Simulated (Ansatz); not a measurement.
# SiH2Cl (chlorosilyl radical): UHSE06/STO-3G

Aim: the electronic atomisation energy of SiH2Cl (chlorosilyl radical) at UHSE06/STO-3G, from 4 runs. 

The calculation is run with Ansatz 0.2.0.

52 further runs of the same task are left out: 52 set aside as unsound or not needed.

## 1. Starting point

The species is SiH2Cl (4 atoms), meant as a doublet with charge 0. SMILES: `[SiH2]Cl`. The coordinates come from a GFN2-xTB relaxation.

Bond lengths: Si1–Cl2 2.022 Å, Si1–H3 1.451 Å, Si1–H4 1.451 Å. Angles: Cl2–Si1–H3 110.3°, Cl2–Si1–H4 110.2°, H3–Si1–H4 114.9°.

## 2. The energy at UHSE06/STO-3G

File molecule.yaml:

```yaml
crystal:
  periodic: [false, false, false]
  atoms:
    - {symbol: Si, position_ang: [-0.283580, 0.237700, 0.131590]}
    - {symbol: Cl, position_ang: [1.597690, -0.059610, 0.811090]}
    - {symbol: H, position_ang: [-1.065000, -0.978280, 0.263310]}
    - {symbol: H, position_ang: [-0.249110, 0.800200, -1.205980]}
basis:
  gaussian: {orbitals: STO-3G}
magnetization: {spin_polarized: true, initial_magnetization: 1}
hamiltonian: {xc: hse06}
accuracy: high
```

On the command line:

```
$ ansatz run molecule.yaml --threads 1 --pin off --max-ram 2610MiB --events-out events.jsonl --progress --plain --runs-dir runs
```

The program printed:

```text
Warning: RAYON_NUM_THREADS=1 ignored (pool sized by the plan → 1); use --threads N
Functional definition: HSE06
  name "HSE06"
  parameter a = 0.25
  parameter omega = 0.11/bohr
  exchange = pbe_x - a*pbe_x_sr(omega) + a*exact_x_sr(omega)
  correlation = pbe_c
341 factors; integrals over basis functions are off by at most 3.1e-9 eV
56 factors; integrals over basis functions are off by at most 9.5e-10 eV
mean field evaluation 1: about -20196.1145 eV, gradient 1.0e1 eV
mean field evaluation 2: about -20196.5066 eV, gradient 8.4e0 eV
mean field evaluation 4: about -20197.1311 eV, gradient 1.3e-1 eV
mean field evaluation 8: about -20197.1154 eV, gradient 6.1e-4 eV
mean field evaluation 16: about -20197.1154 eV, gradient 2.6e-8 eV
mean field -20197.11537106 eV, -742.2302997899 hartree, gradient 2.6e-8 eV, S^2 0.750661; 0 other end points of the search recorded, 0 dependent functions left out
reference -20197.11537272 eV, -742.2302998508 hartree; 17, 16 occupied and 3, 4 virtual orbitals, 341 factors
Total energy: -20197.11537272 eV, -742.2302998508 hartree
```

Run time: 2 s. Hardware: 1 thread of AMD EPYC 7R43 (Zen 3), shared host; peak memory 0.13 GiB.

## 3. The Cl atom at the same level

File input.yaml:

```yaml
crystal:
  periodic: [false, false, false]
  atoms:
    - {symbol: Cl, position_ang: [0.000000, 0.000000, 0.000000]}
basis:
  gaussian:
    orbitals: STO-3G
magnetization:
  spin_polarized: true
  initial_magnetization: 1
hamiltonian:
  xc: hse06
accuracy: high
```

Run the same way, it converges to -454.98149 Eh (log not shown).

## 4. The H atom

File job.yaml:

```yaml
crystal:
  periodic: [false, false, false]
  atoms:
    - {symbol: H, position_ang: [0.000000, 0.000000, 0.000000]}
basis:
  gaussian: {orbitals: STO-3G}
magnetization: {spin_polarized: true, initial_magnetization: 1}
hamiltonian: {xc: hse06}
accuracy: high
```

Run the same way, it converges to -0.46620 Eh (log not shown).

## 5. The Si atom, same level

File molecule.yaml:

```yaml
crystal:
  periodic: [false, false, false]
  atoms:
    - {symbol: Si, position_ang: [0.000000, 0.000000, 0.000000]}
basis:
  gaussian: {orbitals: STO-3G}
magnetization: {spin_polarized: true, initial_magnetization: 2}
hamiltonian: {xc: {name: HSE06}}
accuracy: high
```

Run the same way, it converges to -285.81686 Eh (log not shown).

## 6. Summary of results

Level: UHSE06/STO-3G.

| quantity | value |
| --- | --- |
| molecule: total energy | -742.23030 Eh |
| molecule: ⟨S²⟩ | 0.751 |
| Cl atom: total energy | -454.98149 Eh |
| Cl atom: ⟨S²⟩ | 0.750 |
| H atom: total energy | -0.46620 Eh |
| H atom: ⟨S²⟩ | 0.750 |
| Si atom: total energy | -285.81686 Eh |
| Si atom: ⟨S²⟩ | 2.000 |
| electronic atomisation energy | 13.593 eV |

**Reading.** Taking the molecule apart into free atoms costs 13.59 eV (1312 kJ/mol), before zero-point energy and without spin-orbit coupling. In a minimal basis such a difference can be off by several eV, whatever the method.
